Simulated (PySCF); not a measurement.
# The bond of MgSb, level by level

The task here is to estimate one member of a computed series from the others.

The runs use PySCF 2.14.0; Mg def2-SVPD, Sb def2-SVPD with ECP28, scalar-relativistic core potentials.

The first run:

A driver script around PySCF takes these settings:

| Property | Result |
| --- | --- |
| atoms | Mg, Sb |
| charge | 0 |
| basis | Mg def2-SVPD, Sb def2-SVPD with ECP28 |
| Hamiltonian | scalar-relativistic core potentials |
| basis functions | 53 |
| electrons treated | 35 |
| masses in u | 23.9850, 120.9038 |
| levels | PBE0, PBE, r²SCAN, M06-2X, MN15, r²SCAN0, LC-ωPBE, HF, MP2, SCS-MP2 |
| grid | 80 radial by 434 angular points |
| occupations | held fixed by the projection of orbital angular momentum |
| dissociation limit | Mg + Sb, each in its ground configuration |
| starting distance in angstrom | 2.720 |
| values of 2S to try | 1, 3 |

Launch:

```bash
OMP_NUM_THREADS=1 python dia.py task.json out
```

Steps of the session up to this table: The job; The PBE0 curve of the state that the search chose; Excited determinants; PBE; r²SCAN; M06-2X; MN15; r²SCAN0; LC-ωPBE (range-separated hybrid); UHF.

One of the session's tables, all rows but one given; the rest of the session is left out.

Energy (eV) from each level's lowest point:

```
R (Å)    UHF  UHF-MP2  UHF-SCS-MP2    PBE  r²SCAN
2.480  0.456    0.447        0.472  0.433   0.402
2.596      ?        ?            ?      ?       ?
2.711  0.065    0.060        0.072  0.063   0.047
2.797  0.016    0.013        0.020  0.016   0.007
2.884  0.000    0.000        0.000  0.000   0.000
2.970  0.005    0.010        0.004  0.007   0.016
3.086  0.029    0.046        0.032  0.041   0.063
3.230  0.067    0.107        0.082  0.106   0.146
3.403  0.106    0.174        0.138  0.198   0.258
3.634  0.137    0.232        0.182  0.317   0.402
```

Q: Estimate the row for R (Å) = 2.596 from the others.

Worked estimate for «UHF». A straight line through the neighbours (2.480, 0.456) and (2.711, 0.065) gives 0.456 + (0.065 − 0.456) × (2.596 − 2.480) / (2.711 − 2.480) = 0.260; a parabola fitted to 3 rows on both sides gives 0.212.

The run gave: UHF: 0.201; UHF-MP2: 0.195; UHF-SCS-MP2: 0.214; PBE: 0.193; r²SCAN: 0.169. In «UHF» the line misses by +0.059 and the parabola by +0.011.
